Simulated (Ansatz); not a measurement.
## BrFGeH, SMILES [F][GeH][Br]: a ladder of methods at one geometry

Run with the Python package of Ansatz (0.2.0).

Input file `brfgeh.xyz`:
```text
4

F     0.27820   -0.01030    1.70130
Ge    0.46240    0.13640   -0.04820
Br   -0.61550   -1.66100   -1.09690
H    -0.06960    1.47460   -0.57660
```

`methods_brfgeh.py`
```python
from pathlib import Path
import warnings

import ansatz as az
import numpy as np

BASIS_SET = "def2-SVP"

warnings.simplefilter("ignore", az.DeckWarning)

molecule = az.Crystal.molecule_from_extxyz("brfgeh.xyz")

calc = (
    molecule.calculation()
    .basis(gaussian=BASIS_SET)
    .spin("collinear", total=1)
)

print("functional    E (Ha)        dipole (D)   HOMO (eV)  LUMO (eV)")
for name in ["blyp", "pbe0", "pbe", "cam_b3lyp", "hse06", "r2scan0"]:
    r = calc.functional(name).forces().orbitals().run(threads=1, runs_dir="runs").report
    lines = Path(r["orbitals_path"]).read_text().splitlines()
    field_of = lambda key: [line.split("=")[1].strip() for line in lines if line.startswith(key)]
    orbitals = [(27.211386 * float(e), s, float(n)) for e, s, n in zip(field_of("Ene="), field_of("Spin="), field_of("Occup="))]
    homo = max(e for e, _, n in orbitals if n > 0.5)
    lumo = min(e for e, _, n in orbitals if n < 0.5)
    dipole = 4.803205 * np.linalg.norm(r["charge_distribution"]["dipole_moment_e_ang"])
    print(f"{name:10s} {r['free_energy_ev'] / 27.211386246:14.6f} {dipole:9.3f} {homo:11.3f} {lumo:10.3f}")
```

```console
$ python methods_brfgeh.py
functional    E (Ha)        dipole (D)   HOMO (eV)  LUMO (eV)
blyp         -4751.057228     1.712      -5.395     -4.416
pbe0         -4750.328725     2.044      -6.888     -3.599
pbe          -4750.189001     1.765      -5.612     -4.432
cam_b3lyp    -4751.201491     2.061      -8.079     -2.654
hse06        -4750.330548     2.039      -6.494     -3.974
r2scan0      -4750.892610     2.163      -7.218     -3.367
```

What to keep in mind:
- Total energies depend on the basis set; only differences at equal settings carry meaning.
- The geometry is a force-field or estimated start, not a minimum of this method, and the basis set is short of its limit. A lower total doesn't mark the better method: functionals have no common bound, and MP2 and coupled cluster aren't variational.
- The species is open-shell (spin multiplicity 2).
- Levels such as HOMO and LUMO are orbital energies: with these approximate functionals they aren't the ionisation energy and electron affinity, and their gap isn't the fundamental gap.
- hse06 follows the composition of plane-wave codes, whose totals differ by tens of mHa, up to about 0.1 Ha, from the form usual in Gaussian-basis programs (wpbeh).
- Run time: 18 s on 1 thread of Intel(R) Xeon(R) 6975P-C (Granite Rapids), with other jobs on the host, peak memory 0.37 GiB.

(Lines on the test bed's own set-up are left out of the output.)
